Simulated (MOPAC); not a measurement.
Settings test, MOPAC on MgO

Simulated with MOPAC 23.2.5. This is a test of settings. The cell began as a measured structure and was relaxed with r2SCAN in plane waves (Ansatz 0.2.0). All runs are without spin polarisation.

The symmetry is Fm-3m (No. 225, cubic); a = 4.204 Å in the conventional setting, 9.29 Å³ an atom. Mg has 6 O at 2.10 Å; O has 6 Mg at 2.10 Å.

The base run uses PM7 on a cluster of 64 atoms.

```
PM7 1SCF GRADIENTS AUX(PRECISION=6) THREADS=1
crystal as a cluster of 2x2x2 conventional cells

Mg 4.204336 1 0.000000 1 0.000000 1
O 6.306504 1 2.102168 1 2.102168 1
Mg 6.306504 1 2.102168 1 0.000000 1
O 8.408672 1 4.204336 1 2.102168 1
Mg 6.306504 1 0.000000 1 2.102168 1
O 8.408672 1 2.102168 1 4.204336 1
Mg 0.000000 1 0.000000 1 0.000000 1
O 2.102168 1 2.102168 1 2.102168 1
Mg 2.102168 1 2.102168 1 0.000000 1
O 4.204336 1 4.204336 1 2.102168 1
Mg 4.204336 1 4.204336 1 0.000000 1
O 6.306504 1 6.306504 1 2.102168 1
Mg 6.306504 1 6.306504 1 0.000000 1
O 8.408672 1 8.408672 1 2.102168 1
Mg 2.102168 1 0.000000 1 2.102168 1
O 4.204336 1 2.102168 1 4.204336 1
Mg 4.204336 1 2.102168 1 2.102168 1
O 6.306504 1 4.204336 1 4.204336 1
Mg 6.306504 1 4.204336 1 2.102168 1
O 8.408672 1 6.306504 1 4.204336 1
Mg 4.204336 1 0.000000 1 4.204336 1
O 6.306504 1 2.102168 1 6.306504 1
Mg 6.306504 1 2.102168 1 4.204336 1
[... 27 lines left out ...]
Mg 0.000000 1 6.306504 1 2.102168 1
O 2.102168 1 8.408672 1 4.204336 1
Mg 0.000000 1 4.204336 1 4.204336 1
O 2.102168 1 6.306504 1 6.306504 1
Mg 2.102168 1 6.306504 1 4.204336 1
O 4.204336 1 8.408672 1 6.306504 1
Mg 0.000000 1 2.102168 1 6.306504 1
O 2.102168 1 4.204336 1 8.408672 1
Mg 2.102168 1 4.204336 1 6.306504 1
O 4.204336 1 6.306504 1 8.408672 1
Mg 4.204336 1 6.306504 1 6.306504 1
O 6.306504 1 8.408672 1 8.408672 1
Mg 0.000000 1 6.306504 1 6.306504 1
O 2.102168 1 8.408672 1 8.408672 1
Tv 8.408672 1 0.000000 1 0.000000 1
Tv 0.000000 1 8.408672 1 0.000000 1
Tv 0.000000 1 0.000000 1 8.408672 1
```

Command: `mopac run.mop`. It took 39 s on 1 thread of Arm Neoverse N1 (shared host), peak memory 0.034 GiB.

It converged with a gap of 3.39 eV. MOPAC's gap is a Hartree-Fock orbital gap, usually far wider than a measured one, and its energy is the heat of formation.

Each further run moved one setting: method (Hamiltonian); CUTOFP (reach of the lattice sums in Å); CHARGE (charge of the cell); cluster (size of the cluster in conventional cells). Changes are from the base run, which isn't itself converged in every setting; energies of another Hamiltonian, functional, basis or charge aren't compared.

```json
{"setting": "method = MNDO", "how it ended": "converged", "gap change (eV)": "7.22", "energy change (meV/atom)": "–", "time (s)": "4.1"}
{"setting": "CUTOFP = 10", "how it ended": "converged", "gap change (eV)": "0.01", "energy change (meV/atom)": "76.6", "time (s)": "36"}
{"setting": "method = PM3", "how it ended": "converged", "gap change (eV)": "6.91", "energy change (meV/atom)": "–", "time (s)": "4"}
{"setting": "method = MNDOD", "how it ended": "converged", "gap change (eV)": "7.43", "energy change (meV/atom)": "–", "time (s)": "4.3"}
{"setting": "CHARGE = 2 (poor on purpose)", "how it ended": "refused", "gap change (eV)": "–", "energy change (meV/atom)": "–", "time (s)": "0.08"}
{"setting": "cluster = 1x1x1 (poor on purpose)", "how it ended": "refused", "gap change (eV)": "–", "energy change (meV/atom)": "–", "time (s)": "0.09"}
```

With CHARGE = 2 nothing was computed: the program refuses a charged unit cell. With cluster = 1x1x1 nothing was computed: the program refuses so small a cluster.

The end of the log, shortened, for CHARGE = 2:

```
 ** MOPAC: An open-source semiempirical molecular orbital program             **
                              PM7 CALCULATION RESULTS
 *  PM7        - The PM7 Hamiltonian to be used
 *                 CHARGE ON SYSTEM = +2
          INFINITE SYSTEMS MUST HAVE A ZERO CHARGE ON THE UNIT CELL
          Unit cell has a charge. Correct fault and re-submit
 *  Errors detected in keywords.  Job stopped here to avoid wasting time.
 *     Error and normal termination messages reported in this calculation     *
 * Unit cell has a charge. Correct fault and re-submit                        *
 * JOB ENDED NORMALLY                                                         *
 TOTAL JOB TIME:             0.00 SECONDS
 == MOPAC DONE ==
```
